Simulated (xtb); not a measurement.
# MoF6 (SMILES [F][Mo]([F])([F])([F])([F])[F]): GFN2-xTB

We compute a structure relaxation of MoF6. 

Program for the calculation: xtb 6.7.1 later snapshot.

6 further runs of the same task are left out: 6 set aside as unsound or not needed.

### 1 The system as given

MoF6 has 7 atoms, charge 0, and is taken as a singlet. As SMILES, `[F][Mo]([F])([F])([F])([F])[F]`. All atoms were displaced at random from a relaxed shape. The run starts from this shape.

Bond lengths: F1–Mo2 1.712 Å, Mo2–F3 1.815 Å, Mo2–F4 1.581 Å, Mo2–F5 1.733 Å, Mo2–F6 1.851 Å, Mo2–F7 1.875 Å. Some angles: F1–Mo2–F3 93.6°, F1–Mo2–F4 97.8°, F1–Mo2–F5 89.5°, F1–Mo2–F6 86.5°, F1–Mo2–F7 168.5°, F3–Mo2–F4 94.4°, F3–Mo2–F5 169.8°, F3–Mo2–F6 87.2°, F3–Mo2–F7 89.6°, F4–Mo2–F5 94.7°.

### 2 A structure relaxation at GFN2-xTB

The input, struc.xyz:

```xyz
7
F6Mo
F     -0.98610     0.00522     1.46156
Mo    -0.07634    -0.12198     0.01678
F      1.38676    -0.78601     0.86154
F     -0.60480    -1.53860    -0.44439
F     -1.30729     0.76865    -0.81707
F      0.57296     1.56557     0.41120
F      0.94428     0.11134    -1.53842
```

Run with:

```
$ xtb struc.xyz --chrg 0 -o lax --gfn 2 | tee xtb.out
```

What values should one expect? Wanted: total energy at the end; dipole moment; HOMO energy; LUMO energy; HOMO–LUMO gap; dispersion energy; mean polarisability.

**Answer.** As computed:

At GFN2-xTB:

| quantity | value |
| --- | --- |
| total energy at the end | -30.78345 Eh |
| dipole moment | 0.01 D |
| HOMO energy | -15.55 eV |
| LUMO energy | -9.82 eV |
| HOMO–LUMO gap | 5.74 eV |
| dispersion energy | -12.27 kJ/mol |
| mean polarisability (D4 model) | 60.3 bohr³ |

What this shows: At the final geometry: Bond lengths: F1–Mo2 1.737 Å, Mo2–F3 1.736 Å, Mo2–F4 1.736 Å, Mo2–F5 1.736 Å, Mo2–F6 1.737 Å, Mo2–F7 1.737 Å. Some angles: F1–Mo2–F3 90.0°, F1–Mo2–F4 90.0°, F1–Mo2–F5 90.0°, F1–Mo2–F6 90.0°, F1–Mo2–F7 179.9°, F3–Mo2–F4 90.0°, F3–Mo2–F5 180.0°, F3–Mo2–F6 90.0°, F3–Mo2–F7 90.0°, F4–Mo2–F5 90.0°. The optimisation took 7 steps and changed the energy by -0.828 eV. Mulliken charges run from -0.27 on F1 to +1.62 on Mo2.
